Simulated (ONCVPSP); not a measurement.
**Fluorine: generating and testing an ONCV potential**

Task: generate the file, and judge it by its errors in other configurations, its logarithmic derivatives, its ghosts and its cutoff.

Method: ONCVPSP 4.0.1.1 (patched build), PBEsol, scalar-relativistic.

**1. Starting point**

Typed settings, in words:

| Item | Value |
| --- | --- |
| element | fluorine (F, Z = 9) |
| type | optimised norm-conserving Vanderbilt (ONCV) |
| frozen core | [He] |
| valence charge | 7 |
| reference configuration | 2s2 2p5 |
| partial waves | 2s: rc 0.85 bohr, ncon 4, nbas 7, qcut 6.6 1/bohr, 3 projectors, debl 1.9 Ha; 2p: rc 1.15 bohr, ncon 5, nbas 8, qcut 12.4 1/bohr, 2 projectors, debl 0.5 Ha; d scattering state at 0.38 Ha: rc 1.05 bohr, ncon 5, nbas 8, qcut 8.9 1/bohr, 2 projectors, debl 1.6 Ha |
| local potential | polynomial inside 0.80 bohr (lpopt 4, dvloc0 1 Ha) |
| core correction | Teter function, fcfact 4.5, rcfact 1.45 |

The nodes and maxima of the atom's own shells, from an earlier all-electron run, set the scale for the radii.

All-electron outer shells of the reference configuration (PBEsol, scalar-relativistic, ld1.x):

```tsv
shell	level (eV)	outermost node (bohr)	outermost maximum (bohr)
1s	-661.16	–	0.11
2s	-29.72	0.24	0.76
2p	-11.05	–	0.71
```

**2. Generation**

The input, F.dat:

```
# ATOM AND REFERENCE CONFIGURATION
# atsym  z   nc   nv     iexc    psfile
  F 9.00    1    2  -116133      upf
#
#   n    l    f
    1    0    2.00
    2    0    2.00
    2    1    5.00
#
# PSEUDOPOTENTIAL AND OPTIMIZATION
# lmax
    2
#
#   l,   rc,      ep,       ncon, nbas, qcut
    0    0.85    0.00    4    7    6.60
    1    1.15    0.00    5    8   12.40
    2    1.05    0.38    5    8    8.90
#
# LOCAL POTENTIAL
# lloc, lpopt,  rc(5),   dvloc0
    4    4    0.80    1.00
#
# VANDERBILT-KLEINMAN-BYLANDER PROJECTORs
# l, nproj, debl
    0    3    1.90
    1    2    0.50
    2    2    1.60
#
# MODEL CORE CHARGE
# icmod, fcfact, rcfact
    3    4.50    1.45
#
# LOG DERIVATIVE ANALYSIS
# epsh1, epsh2, depsh
   -3.00    5.00    0.02
#
# OUTPUT GRID
# rlmax, drl
    6.00    0.01
#
# TEST CONFIGURATIONS
# ncnf
    4
# nvcnf
#   n    l    f
    2
    2    0    2.00
    2    1    4.00
#
    2
    2    0    2.00
    2    1    3.00
#
    2
    2    0    2.00
    2    1    2.00
#
    2
    2    0    2.00
    2    1    4.50
#
```

Launch:

```
$ oncvpsp.x < F.dat > F.out
```

Q: Predict the outcome of this session. Wanted: cutoffs for 1 and 0.1 mHa per electron, occupied waves; bound ghosts; GHOST(+) flags; largest test error; largest phase difference near zero energy, channels read; rms error of d²Exc/dn², without and with the model core.

As calculated:

| quantity | value |
| --- | --- |
| cutoffs for 1 and 0.1 mHa per electron, occupied waves | 142 Ha and 173 Ha |
| bound ghosts | s at -479.64 eV |
| GHOST(+) flags | none at low energy |
| largest test error (AE − PS) | +257 meV, for 2s2 2p2 |
| largest phase difference near zero energy, channels read | 0.000 rad |
| rms error of d²Exc/dn², without and with the model core | 1.74 and 1.25 mHa |

A bound ghost (s) makes it unfit for use: electrons can fall into a state that the atom doesn't have. By total energies transferability is fair for so large an energy: the largest error is 257 meV on 118.1 eV, for 2s2 2p2. That test lies far up in energy; among those under 40 eV, nearer to bonding, the largest error is 6.6 meV. The potential is very hard: the looser tolerance needs 142 Ha. At the looser tolerance the 2s wave is the slowest; 2p needs 56 Ha. Near zero energy the phases of the channels with partial waves agree within 0.001 rad. All of this concerns the isolated atom, not yet a solid.
